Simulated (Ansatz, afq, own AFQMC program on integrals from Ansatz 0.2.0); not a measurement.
# ZrCl (doublet): quantum Monte Carlo beside coupled cluster at distance Zr1–Cl2 = 1.850 Å, def2-SVP

How near does AFQMC come to the top of the ladder for ZrCl (doublet)?

Program: Ansatz 0.2.0, Gaussian basis, and an in-house AFQMC program (afq) on its integrals; all values are calculated. Level of theory: def2-SVP, frozen cores. These are calculated values, not measurements.

The runs, in order: PBE (unrestricted); r2SCAN (unrestricted); PBE0 (unrestricted); B3LYP (unrestricted); wB97M-V (unrestricted); B2PLYP (unrestricted); CCSD(T) on UHF; Phaseless AFQMC, CISD trial on UHF; Phaseless AFQMC, single-determinant trial on UHF; Free-projection AFQMC, CISD trial on UHF.

5 further runs of the same task are left out: 5 that didn't finish. Runs told in other sessions of the task aren't counted.

### 1 The geometry

The geometry derives from a PBE0/def2-TZVP stationary point (not a proven minimum). One bond is set to the value named and the two fragments are kept rigid. No spin-orbit coupling is included. Elements past krypton take def2 core potentials.

2 atoms, charge 0, spin multiplicity 2.

Atoms are counted from 1 here; the program's logs count them from 0.

Bond lengths: Zr1–Cl2 1.850 Å.

### 2 PBE (unrestricted)

in.yaml

```yaml
crystal:
  periodic: [false, false, false]
  atoms:
    - {symbol: Zr, position_ang: [0.000000, 0.000000, 0.000000]}
    - {symbol: Cl, position_ang: [0.000000, 0.000000, 1.850000]}
basis:
  gaussian: {orbitals: def2-SVP}
magnetization: {spin_polarized: true, initial_magnetization: 1}
hamiltonian: {xc: {name: PBE}}
output: {orbitals: {seedname: orbitals}}
```

Started as:

```sh
$ ansatz run in.yaml --threads 1 --pin off --events-out ev --progress --plain --max-ram 1382MiB
```

Log:

```text
Functional definition: PBE
  name "PBE"
  cite "Perdew, Burke & Ernzerhof, Phys. Rev. Lett. 77, 3865 (1996) doi:10.1103/PhysRevLett.77.3865"
  parent pbe
  parameter kappa = 0.804
  parameter beta = 0.06672455060314922
  exchange = pbe_x(kappa = kappa, mu = beta*pi^2/3)
  correlation = pbe_c(beta = beta)
473 factors; their error is unknown
mean field evaluation 1: about -13786.8451 eV, gradient 2.1e1 eV
mean field evaluation 2: about -13775.9087 eV, gradient 4.1e1 eV
mean field evaluation 4: about -13789.5540 eV, gradient 3.4e0 eV
mean field evaluation 8: about -13789.6250 eV, gradient 3.0e-2 eV
mean field evaluation 16: about -13789.6026 eV, gradient 1.4e-4 eV
mean field evaluation 32: about -13789.6247 eV, gradient 9.3e-2 eV
mean field evaluation 64: about -13788.9687 eV, gradient 1.3e-3 eV
mean field evaluation 96: about -13787.6567 eV, gradient 4.9e0 eV
mean field evaluation 128: about -13788.3568 eV, gradient 6.3e-1 eV
mean field -13789.61648428 eV, -506.7590588595 hartree, gradient 1.7e-5 eV, S^2 0.977046; 16 other end points of the search recorded, 0 dependent functions left out
reference -13789.61651907 eV, -506.7590601381 hartree; 15, 14 occupied and 34, 35 virtual orbitals, 473 factors
Total energy: -13789.61651907 eV, -506.7590601381 hartree
```

Wall time 7.5 s (1 thread of Intel Xeon 6975P-C (Granite Rapids), shared host).

From the report: ⟨S²⟩ of the determinant 0.977 (pure doublet: 0.75).

### 3 r2SCAN (unrestricted)

in.yaml, as its differences from that of step 2:

```diff
@@ -8,3 +8,2 @@
 magnetization: {spin_polarized: true, initial_magnetization: 1}
-hamiltonian: {xc: {name: PBE}}
-output: {orbitals: {seedname: orbitals}}
+hamiltonian: {xc: {name: r2SCAN}}
```

The command is unchanged.

Log, cut to the lines that bear on the results:

```text
Functional definition: r2SCAN
  name "r2SCAN"
  cite "Furness, Kaplan, Ning, Perdew & Sun, J. Phys. Chem. Lett. 11, 8208 (2020) doi:10.1021/acs.jpclett.0c02405"
  cite "Furness, Kaplan, Ning, Perdew & Sun, J. Phys. Chem. Lett. 11, 9248 (2020) doi:10.1021/acs.jpclett.0c03077"
  parent r2scan
[...]
473 factors; their error is unknown
[...]
mean field -13794.14631244 eV, -506.9255269740 hartree, gradient 1.6e-5 eV, S^2 1.275650; 20 other end points of the search recorded, 0 dependent functions left out
reference -13794.14634031 eV, -506.9255279983 hartree; 15, 14 occupied and 34, 35 virtual orbitals, 473 factors
Total energy: -13794.14634031 eV, -506.9255279983 hartree
```

Run time: 24 s. Hardware: 1 thread of Intel Xeon 6975P-C (Granite Rapids), shared host.

From the report: ⟨S²⟩ of the determinant 1.276 (pure doublet: 0.75). The determinant of r2SCAN (⟨S²⟩ 1.28) is far from a pure spin state, so its energy mixes those of several spin states; that is harmless only where they are near-degenerate.

### 4 PBE0 (unrestricted)

in.yaml, as its differences from that of step 3:

```diff
@@ -8,2 +8,3 @@
 magnetization: {spin_polarized: true, initial_magnetization: 1}
-hamiltonian: {xc: {name: r2SCAN}}
+hamiltonian: {xc: {name: PBE0}}
+output: {orbitals: {seedname: orbitals}}
```

Launched as before.

Log, cut to the lines that bear on the results:

```text
Functional definition: PBE0
  name "PBE0"
  cite "Adamo & Barone, J. Chem. Phys. 110, 6158 (1999) doi:10.1063/1.478522"
  cite "Perdew, Burke & Ernzerhof, Phys. Rev. Lett. 77, 3865 (1996) doi:10.1103/PhysRevLett.77.3865"
  parent pbe
[...]
488 factors; integrals over basis functions are off by at most 1.1e-3 eV
[...]
mean field -13789.99322787 eV, -506.7729039311 hartree, gradient 1.1e-5 eV, S^2 0.937590; 6 other end points of the search recorded, 0 dependent functions left out
reference -13789.99325439 eV, -506.7729049058 hartree; 15, 14 occupied and 34, 35 virtual orbitals, 488 factors
Total energy: -13789.99325439 eV, -506.7729049058 hartree
```

Wall time 3.7 s (1 thread of Intel Xeon 6975P-C (Granite Rapids), shared host).

From the report: ⟨S²⟩ of the determinant 0.938 (pure doublet: 0.75).

### 5 B3LYP (unrestricted)

in.yaml, as its differences from that of step 4:

```diff
@@ -8,3 +8,2 @@
 magnetization: {spin_polarized: true, initial_magnetization: 1}
-hamiltonian: {xc: {name: PBE0}}
-output: {orbitals: {seedname: orbitals}}
+hamiltonian: {xc: {name: B3LYP}}
```

Launched as before.

Log, cut to the lines that bear on the results:

```text
Functional definition: B3LYP
  name "B3LYP"
  cite "Stephens, Devlin, Chabalowski & Frisch, J. Phys. Chem. 98, 11623 (1994) doi:10.1021/j100096a001"
  cite "Becke, Phys. Rev. A 38, 3098 (1988) doi:10.1103/PhysRevA.38.3098"
  cite "Lee, Yang & Parr, Phys. Rev. B 37, 785 (1988) doi:10.1103/PhysRevB.37.785"
  cite "Vosko, Wilk & Nusair, Can. J. Phys. 58, 1200 (1980) doi:10.1139/p80-159"
[...]
488 factors; integrals over basis functions are off by at most 1.1e-3 eV
[...]
mean field -13795.23117749 eV, -506.9653950294 hartree, gradient 2.7e-6 eV, S^2 0.758390; 2 other end points of the search recorded, 0 dependent functions left out
reference -13795.23135389 eV, -506.9654015118 hartree; 15, 14 occupied and 34, 35 virtual orbitals, 488 factors
Total energy: -13795.23135389 eV, -506.9654015118 hartree
```

Wall time 2.2 s (1 thread of Intel Xeon 6975P-C (Granite Rapids), shared host).

From the report: ⟨S²⟩ of the determinant 0.758 (pure doublet: 0.75).

### 6 wB97M-V (unrestricted)

in.yaml, as its differences from that of step 5:

```diff
@@ -8,2 +8,3 @@
 magnetization: {spin_polarized: true, initial_magnetization: 1}
-hamiltonian: {xc: {name: B3LYP}}
+hamiltonian: {xc: {name: wB97M-V}}
+output: {orbitals: {seedname: orbitals}}
```

The command is unchanged.

Log, cut to the lines that bear on the results:

```text
Functional definition: wB97M-V
  name "wB97M-V"
  cite "Mardirossian & Head-Gordon, J. Chem. Phys. 144, 214110 (2016) doi:10.1063/1.4952647"
  cite "Becke, J. Chem. Phys. 107, 8554 (1997) doi:10.1063/1.475007"
  cite "Vydrov & Van Voorhis, J. Chem. Phys. 133, 244103 (2010) doi:10.1063/1.3521275"
  # Of w^i u^j: cxij and so on, Table III.
[...]
  gx(w, u) = 1 - cx + cx01*u + cx10*w
  gss(w, u) = css00 + css04*u^4 + css10*w + css20*w^2 + css43*w^4*u^3
  gos(w, u) = cos00 + cos10*w + (cos20 + cos21*u)*w^2 + (cos60 + cos61*u)*w^6
[...]
      + integral(e_c_pw_mod_opposite_spin*gos(b97_w_opposite, b97_u_opposite)) + vv10(b, c)
488 factors; integrals over basis functions are off by at most 1.1e-3 eV
118 factors; integrals over basis functions are off by at most 7.1e-5 eV
[...]
mean field -13791.59010674 eV, -506.8315881470 hartree, gradient 1.3e-5 eV, S^2 0.756443; 2 other end points of the search recorded, 0 dependent functions left out
reference -13791.59014650 eV, -506.8315896083 hartree; 15, 14 occupied and 34, 35 virtual orbitals, 488 factors
Total energy: -13791.59014650 eV, -506.8315896083 hartree
```

Run time: 9 s. Hardware: 1 thread of Intel Xeon 6975P-C (Granite Rapids), shared host; peak memory 0.28 GiB.

From the report: ⟨S²⟩ of the determinant 0.756 (pure doublet: 0.75).

### 7 B2PLYP (unrestricted)

in.yaml, as its differences from that of step 6:

```diff
@@ -8,3 +8,3 @@
 magnetization: {spin_polarized: true, initial_magnetization: 1}
-hamiltonian: {xc: {name: wB97M-V}}
-output: {orbitals: {seedname: orbitals}}
+hamiltonian: {xc: {name: B2PLYP}}
+correlation: {electrons: outside_noble_gas}
```

Same command.

Log, cut to the lines that bear on the results:

```text
Functional definition: B2PLYP
  name "B2PLYP"
  cite "Grimme, J. Chem. Phys. 124, 034108 (2006) doi:10.1063/1.2148954"
  cite "Becke, Phys. Rev. A 38, 3098 (1988) doi:10.1103/PhysRevA.38.3098"
  cite "Lee, Yang & Parr, Phys. Rev. B 37, 785 (1988) doi:10.1103/PhysRevB.37.785"
[...]
488 factors; integrals over basis functions are off by at most 1.1e-3 eV
[...]
mean field -13784.03256793 eV, -506.5538537186 hartree, gradient 4.9e-6 eV, S^2 0.776801; 6 other end points of the search recorded, 0 dependent functions left out
9 core orbitals not correlated: weight in the atoms' cores, before any rotation towards them, 0.940 or more for the frozen orbitals, at most 0.047 for the correlated occupied ones
reference -13784.03267868 eV, -506.5538577887 hartree; 6, 5 occupied and 34, 35 virtual orbitals, 488 factors
second order -7.06770781 eV of doubles, -0.00000000 eV of singles
Total energy: -13785.94095979 eV, -506.6239858260 hartree
```

It took 4.5 s on 1 thread of Intel Xeon 6975P-C (Granite Rapids), shared host.

From the report: ⟨S²⟩ of the determinant 0.777 (pure doublet: 0.75).

### 8 CCSD(T) on UHF

in.yaml, as its differences from that of step 7:

```diff
@@ -8,3 +8,2 @@
 magnetization: {spin_polarized: true, initial_magnetization: 1}
-hamiltonian: {xc: {name: B2PLYP}}
-correlation: {electrons: outside_noble_gas}
+correlation: {method: ccsd_t, electrons: outside_noble_gas, hamiltonian_folder: ham}
```

Launched as before.

Log, cut to the lines that bear on the results:

```text
Functional definition: HF
  name "HF"
  cite "Fock, Z. Phys. 61, 126 (1930) doi:10.1007/BF01340294"
  parent pbe
[...]
488 factors; integrals over basis functions are off by at most 1.1e-3 eV
[...]
mean field -13761.63086542 eV, -505.7306063356 hartree, gradient 5.4e-6 eV, S^2 1.019391; 37 other end points of the search recorded, 0 dependent functions left out
determinant -13761.63086542 eV, -505.7306063356 hartree, with singles and doubles -13767.63161609 eV, -505.9511298555 hartree
determinant -13760.97295923 eV, -505.7064287293 hartree, with singles and doubles -13766.78491736 eV, -505.9200142509 hartree
determinant -13760.70463100 eV, -505.6965678485 hartree, with singles and doubles -13766.49950765 eV, -505.9095256375 hartree
determinant -13760.58382153 eV, -505.6921281827 hartree, with singles and doubles -13766.69812563 eV, -505.9168247138 hartree
[...]
determinant -13758.92826095 eV, -505.6312874534 hartree, with singles and doubles -13764.60723741 eV, -505.8399859891 hartree
determinant -13758.82802348 eV, -505.6276037943 hartree, with singles and doubles -13764.44520836 eV, -505.8340315313 hartree
determinant -13758.73957242 eV, -505.6243532779 hartree, with singles and doubles -13764.49185819 eV, -505.8357458809 hartree
9 core orbitals not correlated: weight in the atoms' cores, before any rotation towards them, 0.924 or more for the frozen orbitals, at most 0.062 for the correlated occupied ones
reference -13761.63086542 eV, -505.7306063356 hartree; 6, 5 occupied and 34, 35 virtual orbitals, 488 factors
second order -5.40073852 eV of doubles, -0.00000000 eV of singles
cycle   1  -6.00314303 eV  change   -2.4e-3 eV  update   4.6e-3
[...]
cycle  10  -6.01009268 eV  change   -4.0e-6 eV  update   1.1e-5
perturbative correction -0.22546667 eV, -0.0082857474 hartree
Total energy: -13767.86642477 eV, -505.9597589152 hartree
```

Wall time 11 s (1 thread of Intel Xeon 6975P-C (Granite Rapids), shared host).

From the report: ⟨S²⟩ of the determinant 1.019 (pure doublet: 0.75); correlation -6.2356 eV; T1 0.059; largest double amplitude 0.10.

This run also writes the integrals to the folder ham.

### 9 Phaseless AFQMC, CISD trial on UHF

It reads the integrals that the CCSD(T) run on this determinant wrote.

Started as:

```sh
$ afq ham --method phaseless --trial cisd --walkers 60 --populations 1 --least-time 40 --time-step 0.005 --steps-per-block 50 --equilibration-blocks 40 --max-blocks 300 --target-error 0.0004 --factor-cut 1e-05 --start spin_pure --seed 6569 --release-times 0.24,0.6,1.2,2,3,4.2 --release-step 0.04 --release-every 4 --taylor-order 6
```

Log:

```text
orbitals 40  electrons 6 5  factors 338 of 488
reference energy -505.73060634 Eh
CCSD correlation -0.22086682 Eh in 16 cycles, weight of the determinant in the CISD state 0.8032
energy of the start -505.934035 Eh
 block  time / (1/Eh)  mean weight  energy / Eh
     1     0.250  1.0016  -505.940812
     2     0.500  1.0018  -505.946150
     3     0.750  1.0019  -505.944698
     4     1.000  0.9976  -505.947462
     5     1.250  0.9991  -505.949112
     6     1.500  1.0013  -505.952755
     7     1.750  0.9989  -505.953861
     8     2.000  1.0016  -505.952814
     9     2.250  0.9998  -505.960154
    10     2.500  0.9994  -505.957766
    17     4.250  0.9965  -505.962780
    25     6.250  1.0005  -505.973808
    33     8.250  1.0009  -505.952760
    41    10.250  0.9995  -505.964497
    49    12.250  0.9997  -505.956840
    57    14.250  0.9999  -505.952601
    65    16.250  0.9970  -505.963009
    73    18.250  0.9999  -505.958355
    81    20.250  0.9999  -505.958994
    89    22.250  1.0002  -505.962398
    97    24.250  0.9982  -505.958682
   105    26.250  0.9993  -505.957009
   113    28.250  0.9995  -505.960112
   121    30.250  1.0002  -505.964894
   129    32.250  1.0005  -505.957095
   137    34.250  1.0000  -505.971591
   145    36.250  1.0018  -505.960328
   153    38.250  1.0005  -505.961556
   161    40.250  1.0000  -505.955158
   169    42.250  0.9998  -505.960307
   177    44.250  1.0003  -505.958512
   185    46.250  0.9993  -505.960987
   193    48.250  1.0007  -505.963384
   201    50.250  1.0029  -505.958957
   209    52.250  1.0004  -505.965054
   217    54.250  0.9999  -505.965396
   225    56.250  1.0027  -505.965106
   233    58.250  1.0020  -505.958317
   241    60.250  1.0010  -505.959796
   249    62.250  1.0005  -505.950817
   257    64.250  0.9986  -505.958945
   265    66.250  1.0020  -505.959730
   273    68.250  1.0031  -505.966647
   281    70.250  1.0004  -505.956470
   289    72.250  1.0021  -505.961286
   297    74.250  1.0013  -505.960870
   305    76.250  1.0004  -505.966518
   313    78.250  1.0017  -505.955539
   321    80.250  1.0012  -505.964072
   329    82.250  1.0005  -505.957929
   337    84.250  1.0000  -505.972113
blocks merged  error / Eh  count
     1  0.000335  300
     2  0.000412  150
     4  0.000460  75
     8  0.000499  37
    16  0.000557  18
    32  0.000654  9
released: time / (1/Eh)  energy / Eh  error  mean overlap
  0.24  -505.960660  0.000537  1.0063
  0.60  -505.960533  0.000620  1.0079
  1.20  -505.961718  0.000867  1.0065
  2.00  -505.961563  0.000923  0.9929
  3.00  -505.961279  0.000862  1.0004
  4.20  -505.960805  0.001306  1.0086
energy -505.960442 +/- 0.000557 Eh
```

Wall time 9.3 min (1 thread of Intel Xeon 6975P-C (Granite Rapids), shared host).

Energy -13767.8850 ± 0.0152 eV. Caveats: constraint bias not in the error.

### 10 Phaseless AFQMC, single-determinant trial on UHF

It reads the integrals that the CCSD(T) run on this determinant wrote.

Started as:

```sh
$ afq ham --method phaseless --trial hf --walkers 120 --populations 1 --least-time 40 --time-step 0.005 --steps-per-block 20 --equilibration-blocks 160 --max-blocks 600 --target-error 0.0012000000000000001 --factor-cut 1e-05 --start spin_pure --seed 3753 --taylor-order 6
```

Log:

```text
orbitals 40  electrons 6 5  factors 338 of 488
reference energy -505.73060634 Eh
CCSD correlation -0.22086682 Eh in 16 cycles, weight of the determinant in the CISD state 0.8032
energy of the start -505.732498 Eh
 block  time / (1/Eh)  mean weight  energy / Eh
     1     0.100  0.9992  -505.775605
     2     0.200  1.0028  -505.804588
     3     0.300  1.0006  -505.840223
     4     0.400  1.0023  -505.854606
     5     0.500  1.0004  -505.861360
     6     0.600  1.0002  -505.871393
     7     0.700  1.0011  -505.883499
     8     0.800  1.0002  -505.898963
     9     0.900  0.9988  -505.905102
    10     1.000  1.0011  -505.909059
    20     2.000  1.0000  -505.946740
    39     3.900  1.0006  -505.971831
    58     5.800  0.9996  -505.946336
    77     7.700  0.9994  -505.946420
    96     9.600  0.9990  -505.922594
   115    11.500  1.0013  -505.948195
   134    13.400  1.0009  -505.957157
   153    15.300  0.9979  -505.952045
   172    17.200  0.9977  -505.959524
   191    19.100  0.9996  -505.970872
   210    21.000  0.9992  -505.948241
   229    22.900  1.0006  -505.971965
   248    24.800  1.0001  -505.955798
   267    26.700  1.0004  -505.954142
   286    28.600  0.9993  -505.991264
   305    30.500  0.9986  -505.968189
   324    32.400  0.9993  -505.954602
   343    34.300  1.0007  -505.960649
   362    36.200  1.0008  -505.945083
   381    38.100  1.0001  -505.973791
   400    40.000  0.9998  -505.954232
   419    41.900  0.9997  -505.978990
   438    43.800  1.0009  -505.971512
   457    45.700  1.0013  -505.954278
   476    47.600  0.9999  -505.958891
   495    49.500  1.0003  -505.966685
   514    51.400  1.0026  -505.964209
   533    53.300  1.0005  -505.930056
   552    55.200  1.0003  -505.934553
   571    57.100  0.9996  -505.945846
   590    59.000  1.0015  -505.938842
   609    60.900  1.0011  -505.941453
   628    62.800  1.0017  -505.974404
   647    64.700  0.9994  -505.960005
   666    66.600  1.0012  -505.976426
   685    68.500  0.9985  -505.955684
   704    70.400  1.0010  -505.956597
   723    72.300  1.0001  -505.954852
   742    74.200  1.0003  -505.934265
blocks merged  error / Eh  count
     1  0.000683  600
     2  0.000911  300
     4  0.001196  150
     8  0.001514  75
    16  0.001896  37
    32  0.002220  18
    64  0.002314  9
energy -505.959793 +/- 0.002220 Eh
```

Wall time 3.5 min (1 thread of Intel Xeon 6975P-C (Granite Rapids), shared host).

Energy -13767.8674 ± 0.0604 eV. Caveats: constraint bias not in the error; error above the target.

### 11 Free-projection AFQMC, CISD trial on UHF

It reads the integrals that the CCSD(T) run on this determinant wrote.

Started as:

```sh
$ afq ham --method free --trial cisd --walkers 60 --time-step 0.03 --max-blocks 80 --target-error 0.0004 --factor-cut 1e-05 --seed 5895 --times 0,0.21,0.42,0.81,1.2,1.8,2.4,3 --taylor-order 8
```

Log:

```text
orbitals 40  electrons 6 5  factors 338 of 488
reference energy -505.73060634 Eh
CCSD correlation -0.22086682 Eh in 16 cycles, weight of the determinant in the CISD state 0.8032
repeat  energy at the last time / Eh  error
    10  -505.961207  0.002499
    20  -505.963153  0.001524
    30  -505.962244  0.001213
    40  -505.962404  0.001030
    50  -505.962207  0.000884
    60  -505.961719  0.000762
    70  -505.961588  0.000687
    80  -505.961268  0.000650
time / (1/Eh)  energy / Eh  error  mean overlap
  0.00  -505.951406  0.000327  1.2442
  0.21  -505.955375  0.000366  1.2391
  0.42  -505.957249  0.000366  1.2394
  0.81  -505.958677  0.000441  1.2415
  1.20  -505.960062  0.000458  1.2360
  1.80  -505.960670  0.000548  1.2331
  2.40  -505.960787  0.000551  1.2319
  3.00  -505.961268  0.000650  1.2350
energy -505.961268 +/- 0.000650 Eh
```

Wall time 5.6 min (1 thread of Intel Xeon 6975P-C (Granite Rapids), shared host).

Energy -13767.9075 ± 0.0177 eV. Caveats: remainder of the start not in the error; start is not spin pure; error above the target.

### 12 All levels side by side

On the UHF determinant, counted from CCSD(T) (a yardstick, not exact):

```
                                                             level  energy (eV)  from CCSD(T) (meV)  statistical error (meV)     time
                                                                HF  -13761.6309             +6235.6                                  
                                                               MP2  -13767.0316              +834.8                                  
                                                              CCSD  -13767.6410              +225.5                                  
                                                           CCSD(T)  -13767.8664                 0.0                                  
               Phaseless AFQMC, CISD trial, step 0.005, 60 walkers  -13767.8850               -18.6                     15.2  9.3 min
Phaseless AFQMC, single-determinant trial, step 0.005, 120 walkers  -13767.8674                -0.9                     60.4  3.5 min
          Free-projection AFQMC, CISD trial, step 0.03, 60 walkers  -13767.9075               -41.1                     17.7  5.6 min
```

The functionals' totals stand on their own zeros and serve differences with other points: PBE -13789.617 eV; r2SCAN -13794.146 eV; PBE0 -13789.993 eV; B3LYP -13795.231 eV; wB97M-V -13791.590 eV; B2PLYP -13785.941 eV.

### 13 Summary of results

```
                                                     quantity             value
              Phaseless AFQMC, CISD trial on UHF from CCSD(T)  -18.6 ± 15.2 meV
Phaseless AFQMC, single-determinant trial on UHF from CCSD(T)   -0.9 ± 60.4 meV
        Free-projection AFQMC, CISD trial on UHF from CCSD(T)  -41.1 ± 17.7 meV
```

**Reading.** On UHF the phaseless walk with the CISD trial lies -18.6 meV from CCSD(T), within three error bars. Free projection has no constraint; at the last time it gives -41.1 ± 17.7 meV, and from a start that isn't spin pure other spins can mix in. Error bars are statistical and leave out the constraint, the time step and what remains of the start. Zr carries a core potential, and spin-orbit coupling is left out.
